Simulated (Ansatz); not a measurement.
# BeRhS3: the cost of one run

Method: DFT PBE, scalar-relativistic, plane waves, PAW, in Ansatz 0.2.0.

1 further run of the same task is left out (it didn't finish).

## 1. Starting point

Symmetry: Pm-3m, No. 221, cubic system. The conventional cell has a = 4.214 Å, b = 4.214 Å, c = 4.214 Å, α = 90.00°, β = 90.00°, γ = 90.00°. Be (site symmetry m-3m) has 12 S at 2.98 Å as nearest neighbours. Around Rh (site symmetry m-3m) lie 6 S at 2.11 Å. Around S (site symmetry 4/mmm) lie 2 Rh at 2.11 Å and 4 Be at 2.98 Å.

As a file:

```cif
data_structure
_symmetry_space_group_name_H-M 'P 1'
_symmetry_Int_Tables_number 1
_cell_length_a 4.2145
_cell_length_b 4.2145
_cell_length_c 4.2145
_cell_angle_alpha 90.000
_cell_angle_beta 90.000
_cell_angle_gamma 90.000
_cell_volume 74.86
loop_
_atom_site_label
_atom_site_type_symbol
_atom_site_fract_x
_atom_site_fract_y
_atom_site_fract_z
_atom_site_occupancy
Be1 Be 0.00000 0.00000 0.00000 1
Rh1 Rh 0.50000 0.50000 0.50000 1
S1 S 0.00000 0.50000 0.50000 1
S2 S 0.50000 0.00000 0.50000 1
S3 S 0.50000 0.50000 0.00000 1
```

The cell is invented: species swapped into a database cell of KCuCl3 (Pm-3m, No. 221), with Be on the K sites, Rh on the Cu sites and S on the Cl sites. Lengths come from tabulated atomic sizes and are only a guess.

## 2. A first look at the guess

Input file input.yaml:

```yaml
crystal:
  lattice:
    - [4.21448971, 0.0, 0.0]
    - [0.0, 4.21448971, 0.0]
    - [0.0, 0.0, 4.21448971]
  atoms:
    - { symbol: Be, position: [0.0, 0.0, 0.0] }
    - { symbol: Rh, position: [0.5, 0.5, 0.5], spin: 1.0 }
    - { symbol: S, position: [0.0, 0.5, 0.5] }
    - { symbol: S, position: [0.5, 0.0, 0.5] }
    - { symbol: S, position: [0.5, 0.5, 0.0] }
basis:
  ecutwfc: 420
kpoints:
  mp_grid: { grid: [4, 4, 4] }
hamiltonian:
  xc: pbe
scf:
  occupations: { method: gaussian, width: 0.1 }
  lower_state_search: "off"
output:
  forces: true
  stress: true
  eigenvalues: true
  populations: true
magnetization:
  spin_polarized: true
```

On the command line:

```bash
$ ansatz run input.yaml --threads 1 --pin off --max-ram 2560MiB --backend cpu --events-out ev --progress --plain --runs-dir out
```

**Question.** How long does this run take on 1 thread of Arm Neoverse V2, shared host, and how much memory does it need?

About 3.6 s, with a peak of 0.32 GiB.
